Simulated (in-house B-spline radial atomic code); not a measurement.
**Ag²⁺: excited configurations**

Wanted: excitation energies of Ag²⁺ as differences of total energies (ΔSCF).

The numbers are computed with in-house B-spline radial atomic code version 1 (scalar-relativistic (spin-free one-electron X2C) HSE06, spin-polarised, spherical density, exact exchange averaged over the configuration, Fermi nucleus, basis-set limit), except any that are marked as measured or tabulated.

## (1) Starting point

| Quantity | Value |
| --- | --- |
| element | silver (Z = 47) |
| charge | +2 |
| electrons | 45 |
| configuration | [Kr] 4d9 |
| Hamiltonian | scalar-relativistic (X2C) |
| nucleus | Fermi, rms radius 4.545 fm |

The outer shells:

[Kr] 4d9
```
[Kr] core
4d [↑↓][↑↓][↑↓][↑↓][↑ ]
```

Where spins are not typed, each open shell is filled with up spins first.

## (2) The reference configuration

Settings of the run:

```ini
Z = 47
electrons = 45.0
configuration = [Kr] 4d9
hamiltonian = x2c
method = hse06
spin_polarised = True
nucleus = fermi
rms_radius = 4.5454
mass_number = 107
atomic_mass = 106.905091509
speed_of_light = 137.035999084
exact_exchange = averaged over the configuration
```

Run with:

```bash
> python run_scf.py task.json out
```

The settings of every run stand in task.json; they run in order.

## (3) Run with [Ar] 3d10 4s2 4p5 4d9 5d1

The settings differ from step 2 so:

```diff
@@ -2,3 +2,3 @@
 electrons = 45.0
-configuration = [Kr] 4d9
+configuration = [Ar] 3d10 4s2 4p5 4d9 5d1
 hamiltonian = x2c
```

## (4) Run with [Kr] 4d8 5d1

The settings differ from step 3 so:

```diff
@@ -2,3 +2,3 @@
 electrons = 45.0
-configuration = [Ar] 3d10 4s2 4p5 4d9 5d1
+configuration = [Kr] 4d8 5d1
 hamiltonian = x2c
```

## (5) Configuration [Ar] 3d9 4s2 4p6 4d9 5d1

The settings differ from step 4 so:

```diff
@@ -2,3 +2,3 @@
 electrons = 45.0
-configuration = [Kr] 4d8 5d1
+configuration = [Ar] 3d9 4s2 4p6 4d9 5d1
 hamiltonian = x2c
```

## (6) [Ar] 3d10 4s2 4p5 4d9 4f1

The settings differ from step 5 so:

```diff
@@ -2,3 +2,3 @@
 electrons = 45.0
-configuration = [Ar] 3d9 4s2 4p6 4d9 5d1
+configuration = [Ar] 3d10 4s2 4p5 4d9 4f1
 hamiltonian = x2c
```

## (7) Run with [Kr] 4d8 5f1

The settings differ from step 6 so:

```diff
@@ -2,3 +2,3 @@
 electrons = 45.0
-configuration = [Ar] 3d10 4s2 4p5 4d9 4f1
+configuration = [Kr] 4d8 5f1
 hamiltonian = x2c
```

## (8) Configuration [Kr] 4d8 5s1

The settings differ from step 7 so:

```diff
@@ -2,3 +2,3 @@
 electrons = 45.0
-configuration = [Kr] 4d8 5f1
+configuration = [Kr] 4d8 5s1
 hamiltonian = x2c
```

How far above the reference does each configuration lie (order and size, in eV)?

**Answer**, as computed:

| net move | configuration | 2|M_S|+1 | energy above the reference (eV) | largest <r> (bohr) |
| --- | --- | --- | --- | --- |
| 4d → 5s | [Kr] 4d8 5s1 | 4 | 8.213 | 2.45 |
| 4d → 5d | [Kr] 4d8 5d1 | 4 | 23.342 | 4.32 |
| 4d → 5f | [Kr] 4d8 5f1 | 4 | 29.841 | 9.23 |
| 4p → 5d | [Ar] 3d10 4s2 4p5 4d9 5d1 | 4 | 77.938 | 4.29 |
| 4p → 4f | [Ar] 3d10 4s2 4p5 4d9 4f1 | 4 | 81.830 | 5.39 |
| 3d → 5d | [Ar] 3d9 4s2 4p6 4d9 5d1 | 4 | 388.38 | 4.26 |

The lowest of them is 4d → 5s at 8.213 eV and the highest 3d → 5d at 388.38 eV. 3 of them lie more than 60 % above minus the reference's highest level (30.096 eV), in the range where a state can decay by emitting an electron. Two partly filled shells share a symmetry and can mix in the average, which may lower the energy, for: 3d → 5d. The reference has 2|M_S|+1 = 2; 6 of the configurations differ from it in spin. These are spherical averages at the typed spins, not spectroscopic levels.
